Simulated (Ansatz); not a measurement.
# ZrCl (octet): wave-function methods side by side, def2-TZVPP

One table from this session's results is given with a row withheld; the runs are named, their logs left out.

The runs use Ansatz 0.2.0, Gaussian basis; def2-TZVPP, core rule «outside noble gas», up to 9 orbitals frozen.

Plan: UHF; ROHF; CCSD(T) on UHF.

## What is computed

The geometry is a PBE0/def2-TZVP stationary point (not a proven minimum) of the parent state, kept for this charge and spin. No spin-orbit coupling is included. Elements past krypton take def2 core potentials.

2 atoms, charge 0, spin multiplicity 8.

Atoms are counted from 1 here; the program's logs count them from 0.

Bond lengths: Zr1–Cl2 3.133 Å.

The first run:

Input file in.yaml:

```yaml
crystal:
  periodic: [false, false, false]
  atoms:
    - {symbol: Zr, position_ang: [0.000000, 0.000000, 0.000000]}
    - {symbol: Cl, position_ang: [0.000000, 0.000000, 3.133000]}
basis:
  gaussian: {orbitals: def2-TZVPP}
magnetization: {spin_polarized: true, initial_magnetization: 7}
hamiltonian: {xc: hf}
output: {orbitals: {seedname: orbitals}}
```

Started as:

```console
> ansatz run in.yaml --threads 1 --pin off --events-out ev --progress --plain --max-ram 4096MiB --backend cpu
```

Among the steps run: UHF; ROHF; CCSD(T) on UHF.

One table of the session follows, with a row left open; its other results are not shown here.

| method | from UCCSD(T) (meV) |
| --- | --- |
| ROHF | +6074.1 |
| UHF | ? |
| UMP2 | +1267.5 |
| UCCSD | +206.2 |
| UCCSD(T) | 0 |

Estimate the missing values for UHF.

**Answer.** from UCCSD(T) (meV): +5783.3. In the column «from UCCSD(T) (meV)» it lies between UMP2 (+1267.5) and ROHF (+6074.1).

Caveats from the session: Warnings: coupled cluster took another determinant than the lowest.
